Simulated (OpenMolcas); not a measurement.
# Tm³⁺ among point charges: CASSCF and CASPT2 levels and susceptibility

Aim: the splitting of the states of Tm³⁺ in the field of 6 point charges, its lowest levels with spin-orbit coupling and its magnetic susceptibility.

Program: OpenMolcas 26.06. Level of theory: state-averaged CASSCF and CASPT2, spin-orbit coupling by RASSI with atomic mean-field integrals. These are calculated values, not measurements, unless marked.

**1. What is computed**

| Property | Result |
| --- | --- |
| Species | Tm³⁺ (thulium, Z = 69, 66 electrons) |
| Basis | ANO-RCC-VTZP [8s7p5d3f2g1h], 104 functions |
| Scalar Hamiltonian | DKH2, point nucleus |
| Inactive shells | 1s 2s 2p 3s 3p 3d 4s 4p 4d 5s 5p |
| Active space | 12 electrons in 7 orbitals (4f) |
| Some configurations of this space | 4f¹² |
| Orbitals | optimised for the highest spin of each parity, averaged over all roots |

Outer shells as boxes (Hund's rule):

4f12
```
4f [↑↓][↑↓][↑↓][↑↓][↑↓][↑ ][↑ ]
```

The ion sits among 6 point charges of -1 e arranged as an octahedron (Oh), 2.66 Å from the ion.

The work runs as a chain of OpenMolcas steps in one folder; each step below is one input file. Labels, J, g values, rates, χT and fits are worked out afterwards by a script from the matrices that RASSI stores. The input lists half of the charges; inversion (Group=XYZ) makes the rest.

**2. One- and two-electron integrals**

The input, a.inp:

```
&GATEWAY
Coord
1

Tm 0.0 0.0 0.0
Basis=ANO-RCC-VTZP
Group=XYZ
NoMove
AngMom=0.0 0.0 0.0
AMFI
XField
3 Angstrom 0
2.660000 0.000000 0.000000 -1.000000
0.000000 2.660000 0.000000 -1.000000
0.000000 0.000000 2.660000 -1.000000
&SEWARD
```

Launch:

```
$ OMP_NUM_THREADS=1 MOLCAS_MEM=2252 MOLCAS_PROJECT=a pymolcas a.inp > a.log
```

**3. Reference wave functions, triplets of even parity, 21 roots**

The input, a.inp:

```
&RASSCF
FileOrb=start.orb
Symmetry=1
Spin=3
nActEl=12 0 0
Inactive=15 12
Ras2=0 7
CIRoot=21 21 1
SDav=21
CIMx=300
Iter=120 100
PrWF=0.3
OrbListing=Nothing
MaxOrb=0
>>> COPY $Project.JobIph JOB001
```

start.orb holds the contracted functions of the basis, ordered by shell, or the orbitals of the step before.

**4. CASSCF: singlets of even parity, 28 roots**

The input, a.inp:

```
&RASSCF
FileOrb=start.orb
Symmetry=1
Spin=1
nActEl=12 0 0
Inactive=15 12
Ras2=0 7
CIRoot=28 28 1
SDav=28
CIMx=300
Iter=120 100
PrWF=0.3
OrbListing=Nothing
MaxOrb=0
CIOnly
>>> COPY $Project.JobIph JOB002
```

**5. State interaction with spin-orbit coupling**

The input, a.inp:

```
&RASSI
NrOfJobIphs=2 21 27
1 2 3 4 5 6 7 8 9 10 11 12 13 14 15 16 17 18 19 20 21
1 2 3 4 5 6 7 8 9 10 11 12 13 14 15 16 17 18 19 20 21 22 23 24 25 26 27
IphNames
JOB001
JOB002
EJob
SpinOrbit
DIPRint=1.0
SOCoupling=1000.0
Subsets=2
Property=9
'ANGMOM' 1 'ANGMOM' 2 'ANGMOM' 3 'MLTPL  1' 1 'MLTPL  1' 2 'MLTPL  1' 3
'AMFI' 1 'AMFI' 2 'AMFI' 3
SOProperty=3
'ANGMOM' 1 'ANGMOM' 2 'ANGMOM' 3
```

**6. CASPT2: IPEA 0.25, imaginary shift 0.1 (closed shells correlated: 5s 5p)**

The input, a.inp:

```
>>> COPY JOB001 $Project.JobIph
&CASPT2
Multistate=21 1 2 3 4 5 6 7 8 9 10 11 12 13 14 15 16 17 18 19 20 21
NoMult
Frozen=14 9
IPEA=0.25
Imaginary=0.1
MaxIter=60
WThr=0.0 0.3 0.05
PrWF=0.5
NoMix
>>> COPY JOB002 $Project.JobIph
&CASPT2
Multistate=27 1 2 3 4 5 6 7 8 9 10 11 12 13 14 15 16 17 18 19 20 21 22
23 24 25 26 27
NoMult
Frozen=14 9
IPEA=0.25
Imaginary=0.1
MaxIter=60
WThr=0.0 0.3 0.05
PrWF=0.5
NoMix
```

(Steps that only read results are left out.)

**Question.** What will these runs give? Wanted: spin-free ground state; first state of the same spin within the active space; lowest level; next level.

As calculated:

```
                                            quantity                                                                        value
                                              method  SS-CASPT2, IPEA 0.25, imaginary shift 0.1 (closed shells correlated: 5s 5p)
                              spin-free ground state                                              3T1, 3-fold in its orbital part
first state of the same spin within the active space                                                              3E at 79.4 cm⁻¹
                                        lowest level                                                                    1-fold A1
                                          next level                                                                    36.0 cm⁻¹
                                         χT at 300 K                                                               7.13 cm³ K/mol
                           effective moment at 300 K                                                                      7.55 μB
```

Cost by method:

```
                                              method  time of its own steps  time with the reference
                                           A. CASSCF                   13 s                     13 s
B. SS-CASPT2, IPEA 0.25, imaginary shift 0.1, +5s 5p                   26 s                     39 s
```

Times are of one thread on a shared host.

**Reading.** The spin-free ground state (3T1) comes to 100 % from free-ion H terms and keeps the highest spin of the shell. The singlets rest on orbitals optimised for another spin in at least one step, which raises them against the optimised states. Not all states of the active space went into the spin-orbit step. CASPT2 does not keep the components of a term degenerate, and the means are used. This is an electrostatic model: the charges have no orbitals.
